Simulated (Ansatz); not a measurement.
# doublet C2H4BCl+: levels of theory compared

Aim: a comparison of 4 runs (U-r2SCAN/def2-SVPD, UBLYP/def2-SVPD, UPBE0/def2-SVPD, UMP2/def2-SVPD) of doublet C2H4BCl+. 

The results are computed with Ansatz 0.2.0.

39 further runs of the same task are left out: 39 set aside as unsound or not needed.

**1. The molecule**

C2H4BCl+ has 8 atoms, charge +1, and is taken as a doublet. As SMILES of the parent species, `C=CBCl`. The shape is that of a PBE0-D4/def2-TZVP optimisation. That shape belongs to the parent species and isn't relaxed for this state.

Bond lengths: C1–C2 1.337 Å, C2–B3 1.531 Å, B3–Cl4 1.750 Å, C1–H5 1.086 Å, C1–H6 1.086 Å, C2–H7 1.088 Å, B3–H8 1.194 Å. Angles: C1–C2–B3 119.9°, C2–B3–Cl4 121.0°, C1–C2–H7 118.9°, B3–C2–H7 121.2°, C2–C1–H5 120.8°, C2–C1–H6 122.7°, C2–B3–H8 121.9°, Cl4–B3–H8 117.1°, H5–C1–H6 116.4°.

**2. A single-point energy at U-r2SCAN/def2-SVPD (run 1)**

File job.yaml:

```yaml
basis:
  gaussian: {orbitals: def2-SVPD}
crystal:
  periodic: [false, false, false]
  atoms:
    - symbol: C
      position_ang: [0.357400, 1.219900, -0.260000]
    - symbol: C
      position_ang: [0.353800, 0.057700, 0.401100]
    - symbol: B
      position_ang: [-0.528600, -1.094400, -0.086400]
    - symbol: Cl
      position_ang: [-0.555100, -2.627600, 0.756600]
    - symbol: H
      position_ang: [-0.259700, 1.360400, -1.142800]
    - symbol: H
      position_ang: [0.965100, 2.067000, 0.044900]
    - symbol: H
      position_ang: [0.984000, -0.048700, 1.281300]
    - symbol: H
      position_ang: [-1.225000, -0.991500, -1.050400]
total_charge: 1
magnetization: {spin_polarized: true, initial_magnetization: 1}
hamiltonian: {xc: {name: r2SCAN}}
accuracy: high
output: {orbitals: {seedname: orbitals}}
```

On the command line:

```sh
$ ansatz run job.yaml --threads 1 --pin off --max-ram 3480MiB --events-out events.jsonl --progress --plain --runs-dir runs
```

The log of the run:

```text
Warning: RAYON_NUM_THREADS=1 ignored (pool sized by the plan → 1); use --threads N
Functional definition: r2SCAN
  name "r2SCAN"
  parameter k0 = 0.174
  parameter k1 = 0.065
  parameter a1 = 4.9479
  exchange = r2scan_x(k0 = k0, k1 = k1, a1 = a1)
  correlation = r2scan_c
2384 factors; integrals over basis functions are off by at most 3.7e-9 eV
mean field evaluation 1: about -15306.8125 eV, gradient 4.6e1 eV
mean field evaluation 2: about -15270.1439 eV, gradient 8.6e1 eV
mean field evaluation 4: about -15315.5529 eV, gradient 2.3e1 eV
mean field evaluation 8: about -15318.8659 eV, gradient 8.9e0 eV
mean field evaluation 16: about -15319.6296 eV, gradient 2.9e-1 eV
mean field evaluation 32: about -15319.3339 eV, gradient 4.7e0 eV
mean field -15319.63066460 eV, -562.9860429054 hartree, gradient 2.4e-8 eV, S^2 0.758155; 6 other end points of the search recorded, 0 dependent functions left out
reference -15319.63067975 eV, -562.9860434621 hartree; 19, 18 occupied and 100, 101 virtual orbitals, 2384 factors
Total energy: -15319.63067975 eV, -562.9860434621 hartree
```

It took 71 s on 1 thread of Arm Neoverse V1, shared host; peak memory 0.59 GiB.

**3. The energy at UBLYP/def2-SVPD (run 2)**

File job.yaml:

```yaml
crystal:
  periodic: [false, false, false]
  atoms:
    - {symbol: C, position_ang: [0.357400, 1.219900, -0.260000]}
    - {symbol: C, position_ang: [0.353800, 0.057700, 0.401100]}
    - {symbol: B, position_ang: [-0.528600, -1.094400, -0.086400]}
    - {symbol: Cl, position_ang: [-0.555100, -2.627600, 0.756600]}
    - {symbol: H, position_ang: [-0.259700, 1.360400, -1.142800]}
    - {symbol: H, position_ang: [0.965100, 2.067000, 0.044900]}
    - {symbol: H, position_ang: [0.984000, -0.048700, 1.281300]}
    - {symbol: H, position_ang: [-1.225000, -0.991500, -1.050400]}
basis:
  gaussian:
    orbitals: def2-SVPD
total_charge: 1
magnetization:
  spin_polarized: true
  initial_magnetization: 1
hamiltonian:
  xc: {name: BLYP}
accuracy: high
output: {orbitals: {seedname: orbitals}}
```

On the command line:

```sh
$ ansatz run job.yaml --threads 1 --pin off --max-ram 3480MiB --events-out events.jsonl --progress --plain --runs-dir runs
```

The log of the run:

```text
Warning: RAYON_NUM_THREADS=1 ignored (pool sized by the plan → 1); use --threads N
Functional definition: BLYP
  name "BLYP"
  parameter beta = 0.0042
  parameter a = 0.04918
  parameter b = 0.132
  parameter c = 0.2533
  parameter d = 0.349
  exchange = b88_x(beta = beta)
  correlation = lyp_c(a = a, b = b, c = c, d = d)
2384 factors; integrals over basis functions are off by at most 3.7e-9 eV
mean field evaluation 1: about -15304.1601 eV, gradient 5.3e1 eV
mean field evaluation 2: about -15200.4583 eV, gradient 1.3e2 eV
mean field evaluation 4: about -15314.2548 eV, gradient 3.1e1 eV
mean field evaluation 8: about -15320.4419 eV, gradient 7.6e0 eV
mean field evaluation 16: about -15320.9495 eV, gradient 5.8e-1 eV
mean field evaluation 32: about -15320.9313 eV, gradient 4.3e-1 eV
mean field evaluation 64: about -15319.7987 eV, gradient 2.1e0 eV
mean field -15321.02210851 eV, -563.0371775260 hartree, gradient 2.2e-8 eV, S^2 0.752464; 10 other end points of the search recorded, 0 dependent functions left out
reference -15321.02216505 eV, -563.0371796039 hartree; 19, 18 occupied and 100, 101 virtual orbitals, 2384 factors
Total energy: -15321.02216505 eV, -563.0371796039 hartree
```

It took 36 s on 1 thread of Arm Neoverse V1, shared host; peak memory 0.45 GiB.

Run 3 isn't shown in full; the table further down has it.

**4. A single-point energy at UMP2/def2-SVPD (run 4)**

File in.yaml:

```yaml
crystal:
  periodic: [false, false, false]
  atoms:
    - symbol: C
      position_ang: [0.357400, 1.219900, -0.260000]
    - symbol: C
      position_ang: [0.353800, 0.057700, 0.401100]
    - symbol: B
      position_ang: [-0.528600, -1.094400, -0.086400]
    - symbol: Cl
      position_ang: [-0.555100, -2.627600, 0.756600]
    - symbol: H
      position_ang: [-0.259700, 1.360400, -1.142800]
    - symbol: H
      position_ang: [0.965100, 2.067000, 0.044900]
    - symbol: H
      position_ang: [0.984000, -0.048700, 1.281300]
    - symbol: H
      position_ang: [-1.225000, -0.991500, -1.050400]
basis:
  gaussian:
    orbitals: def2-SVPD
total_charge: 1
magnetization:
  spin_polarized: true
  initial_magnetization: 1
correlation:
  method: mp2
  frozen_orbitals: {B: 1, C: 1, Cl: 5, H: 0}
accuracy: high
```

On the command line:

```sh
$ ansatz run in.yaml --threads 1 --pin off --max-ram 3480MiB --events-out events.jsonl --progress --plain --runs-dir runs
```

The log of the run (excerpt; [...] marks lines left out):

```text
Warning: RAYON_NUM_THREADS=1 ignored (pool sized by the plan → 1); use --threads N
Functional definition: HF
  name "HF"
[...]
2384 factors; integrals over basis functions are off by at most 3.7e-9 eV
[...]
mean field -15284.94152954 eV, -561.7112407052 hartree, gradient 1.9e-8 eV, S^2 0.755041; 10 other end points of the search recorded, 0 dependent functions left out
8 core orbitals not correlated: weight in the atoms' cores, before any rotation towards them, 1.000 or more for the frozen orbitals, at most 0.000 for the correlated occupied ones
reference -15284.94152954 eV, -561.7112407052 hartree; 11, 10 occupied and 100, 101 virtual orbitals, 2384 factors
second order -12.17751903 eV of doubles, -0.00000000 eV of singles
Total energy: -15297.11904857 eV, -562.1587562752 hartree
```

It took 20 s on 1 thread of Arm Neoverse V1, shared host; peak memory 0.45 GiB.

**5. Overview of the runs**

| run | level | frozen core orbitals | energy (Eh) | HOMO energy (eV) | LUMO energy (eV) | ⟨S²⟩ | wall time |
| --- | --- | --- | --- | --- | --- | --- | --- |
| 1 | U-r2SCAN/def2-SVPD | – | -562.986043 | -13.63 | -13.39 | 0.758 | 71 s |
| 2 | UBLYP/def2-SVPD | – | -563.037180 | -13.36 | -13.29 | 0.752 | 36 s |
| 3 | UPBE0/def2-SVPD | – | -562.794512 | -14.38 | -12.76 | 0.763 | 48 s |
| 4 | UMP2/def2-SVPD | 8 | -562.158756 | – | – | 0.755 | 20 s |

**6. Summary of results**

| quantity | value |
| --- | --- |
| run 4: total energy | -562.15876 Eh |
| run 4: correlation energy (8 core orbitals frozen) | -447.5 mEh |
| run 4: ⟨S²⟩ of the reference determinant | 0.755 |

Totals of different functionals can't be ranked against each other. All runs together took 2.9 min, the longest 71 s.
